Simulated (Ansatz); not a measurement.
# GeH₃I: taking an electron away

How much energy removes an electron from GeH₃I at fixed geometry? The cation is run at each level and the neutral's energy taken from earlier runs.

Program: Ansatz 0.2.0, Gaussian basis. Level of theory: unrestricted cation, the program's frozen cores in correlated methods. These are calculated values, not measurements.

The runs, in order: UKS PBE-D4/def2-TZVPP; UKS r2SCAN-D4/def2-TZVPP; UKS PBE0-D4/def2-TZVPP; UKS B3LYP-D4/def2-TZVPP; UKS wB97X-V/def2-TZVPP; UKS wB97M-V/def2-TZVPP; UKS B2PLYP/def2-TZVPP; UHF-CCSD(T)/def2-TZVPP; UHF-MP2/def2-QZVPP; extrapolation to the limit; then −ε(HOMO) from the neutral's earlier runs with LDA (SPW92), PBE-D4, revPBE-D4, BLYP-D4, r2SCAN-D4, B97M-V, PBE0-D4, B3LYP-D4, r2SCANh-D4, r2SCAN0-D4, HSE06-D4, BHLYP-D4, CAM-B3LYP-D4, LC-ωPBE, ωB97X-V, ωB97M-V.

## 1. Structure used throughout

An earlier PBE0-D4 in a triple-zeta def2 set relaxation fixed the geometry. I takes the def2 core potential; no spin-orbit term is included.

SMILES `[GeH3][I]`, 5 atoms, charge 0, spin multiplicity 1.

Atoms are counted from 1 here; the program's logs count them from 0.

Bond lengths: Ge1–I2 2.514 Å, Ge1–H3 1.532 Å, Ge1–H4 1.532 Å, Ge1–H5 1.532 Å. Angles: I2–Ge1–H3 107.5°, I2–Ge1–H4 107.5°, I2–Ge1–H5 107.5°, H3–Ge1–H4 111.3°, H3–Ge1–H5 111.3°, H4–Ge1–H5 111.3°.

## 2. Cation, UKS PBE-D4/def2-TZVPP

in.yaml

```yaml
crystal:
  periodic: [false, false, false]
  atoms:
    - {symbol: Ge, position_ang: [-0.009335, 0.021044, -0.230426]}
    - {symbol: I, position_ang: [0.205697, -0.377097, 2.242655]}
    - {symbol: H, position_ang: [-0.354624, 1.499913, -0.431655]}
    - {symbol: H, position_ang: [-1.128151, -0.887971, -0.748800]}
    - {symbol: H, position_ang: [1.336313, -0.329489, -0.873174]}
basis:
  gaussian: {orbitals: def2-TZVPP}
total_charge: 1
magnetization: {spin_polarized: true, initial_magnetization: 1}
hamiltonian: {xc: pbe, dispersion: d4}
```

Launch:

```bash
ansatz run in.yaml --threads 4 --pin off --events-out ev --progress --plain --max-ram 10444MiB
```

After this run come: Cation, UKS r2SCAN-D4/def2-TZVPP; Cation, UKS PBE0-D4/def2-TZVPP; Cation, UKS B3LYP-D4/def2-TZVPP; Cation, UKS wB97X-V/def2-TZVPP; Cation, UKS wB97M-V/def2-TZVPP; Cation, UKS B2PLYP (frozen core)/def2-TZVPP; Cation, UHF-CCSD(T)/def2-TZVPP; Cation, UHF-MP2/def2-QZVPP.

Before running them: what should the planned runs give, taken together? Wanted: ionisation energy, CCSD(T)/CBS; nearest functional by difference; nearest −ε(HOMO); −ε(HOMO) of PBE; T1 of the cation.

**Answer**, as computed:

| quantity | value |
| --- | --- |
| ionisation energy, CCSD(T)/CBS | 9.98 eV |
| nearest functional by difference | ωB97X-V (-0.13 eV) |
| nearest −ε(HOMO) | ωB97X-V (-0.15 eV) |
| −ε(HOMO) of PBE | 6.45 eV |
| T1 of the cation | 0.012 |

In words: By cation minus neutral, the functionals miss by 0.32 eV at most. −ε(HOMO) of PBE misses by 3.5 eV, since self-interaction lifts the level. Among orbital estimates ωB97X-V comes nearest. Hartree-Fock falls 1.04 eV short, as the neutral has more correlation energy than the cation. Correlated methods include outer-core shells of Ge, I, which these sets cover unevenly. With outer-core shells in play the reference is unsure by up to some tenths of an eV, so close misses can't be ranked.
